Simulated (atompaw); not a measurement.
# Au: the cost of one run

Method: atompaw 4.2.0.5, PBEsol, scalar-relativistic.

## (1) The design

Typed settings, in words:

| Property | Result |
| --- | --- |
| element | gold (Au, Z = 79) |
| type | PAW |
| frozen core | [Kr] 4d10 4f14 |
| valence charge | 19 |
| reference configuration | 5s2 5p6 5d10 6s0.5 6p0 (charge +0.5) |
| partial waves | 5s (bound): rc 1.40 bohr; 6s (bound): rc 1.40 bohr; 5p (bound): rc 1.95 bohr; 6p (bound, empty): rc 2.30 bohr; 5d (bound): rc 2.30 bohr; 5d channel at 2.8 Ry: rc 2.30 bohr |
| local potential | troulliermartins scheme with l = 3 at -0.5 Ry, radius 1.85 bohr |
| core correction | smooth core density matched at 2.30 bohr |
| augmentation charge | besselshape compensation charge, radius 1.95 bohr; PAW radius 2.30 bohr; waves and projectors: custom rrkj vanderbiltortho |

The nodes and maxima of the atom's own shells, from an earlier all-electron run, set the scale for the radii.

All-electron outer shells of the reference configuration (PBEsol, scalar-relativistic, ld1.x):

```tsv
shell	level (eV)	outermost node (bohr)	outermost maximum (bohr)
4d	-329.82	0.20	0.41
5s	-112.54	0.48	0.84
4f	-85.27	–	0.37
5p	-63.93	0.52	0.96
5d	-10.99	0.56	1.21
6s	-9.41	1.11	2.27
6p	-3.49	1.32	3.22
```

## (2) Generating the potential

Input file Au.input:

```
Au 79
GGA-PBESOL scalarrelativistic loggrid 2001 logderivrange -10 5 376
6 6 5 4 0 0
6 0 0.5
6 1 0
0 0 0
c
c
c
c
v
v
c
c
c
v
v
c
c
v
c
2
2.30 1.95 1.85 2.30
n
n
y
2.8
n
custom rrkj vanderbiltortho besselshape
3 -0.5 troulliermartins
1.40
1.40
1.95
2.30
2.30
2.30
PWSCFOUT
UPFDX 0.0125d0 UPFXMIN -7.d0 UPFZMESH 79.d0
END
```

Launch:

```sh
$ atompaw < Au.input > Au.log
```

**Question.** How long does this run take on 1 thread of Intel Xeon 6975P-C, shared host?

About 6.2 s.
